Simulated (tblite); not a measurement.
# C5H10BClGe: the cost of one run

The runs use tblite 0.8.0 and PySCF 2.14.0, with density-fitted response routines of our own; the level of theory stands in each step. All values are computed, except where a source is named. Atoms are numbered from 0 throughout.

## Step 1: The starting structure

18 atoms, charge 0, multiplicity 1; geometry from: force field or distance geometry start.

Bonds of the start (Å): B0–C1 1.59, C1–C2 1.54, C2–C3 1.54, C3–C4 1.51, C4–C5 1.33, C4–Ge6 1.89, Ge6–Cl7 2.17, Ge6–C1 1.94, B0–H8 1.18, B0–H9 1.19, C1–H10 1.10, C2–H11 1.12, C2–H12 1.11, C3–H13 1.10, C3–H14 1.11, C5–H15 1.10, C5–H16 1.08, Ge6–H17 1.56.

## Step 2: Relaxing the molecule with GFN2-xTB

What the job is given:

```
{"job": {"kind": "relax", "xc": "GFN2-xTB", "basis": "xTB"}, "charge": 0, "multiplicity": 1}
B     -2.425100    -0.855500     0.773600
C     -1.316700    -0.002700     0.013800
C     -0.511500    -0.849800    -0.993500
C      0.846000    -0.187100    -1.294600
C      1.343100     0.442700    -0.019300
C      2.593500     0.866700     0.140100
Ge    -0.008800     0.667200     1.276600
Cl    -0.341100     2.759000     1.734300
H     -2.133100    -1.811600     1.404600
H     -3.570100    -0.523500     0.714000
H     -1.785600     0.854600    -0.494400
H     -1.103100    -0.957700    -1.938100
H     -0.339500    -1.864400    -0.578700
H      0.741900     0.584700    -2.072600
H      1.559100    -0.959600    -1.638100
H      2.894900     1.345600     1.082700
H      3.336000     0.743600    -0.641400
H      0.211500    -0.245800     2.519200
```

Launch:

```
OMP_NUM_THREADS=1 python probes_run.py task.json out
```

This one command runs all jobs of the session in turn.

Q: Estimate the wall time and peak memory of this first job on 1 thread of Arm Neoverse N1, shared host.

About 1.6 s, with a peak of 0.18 GiB.
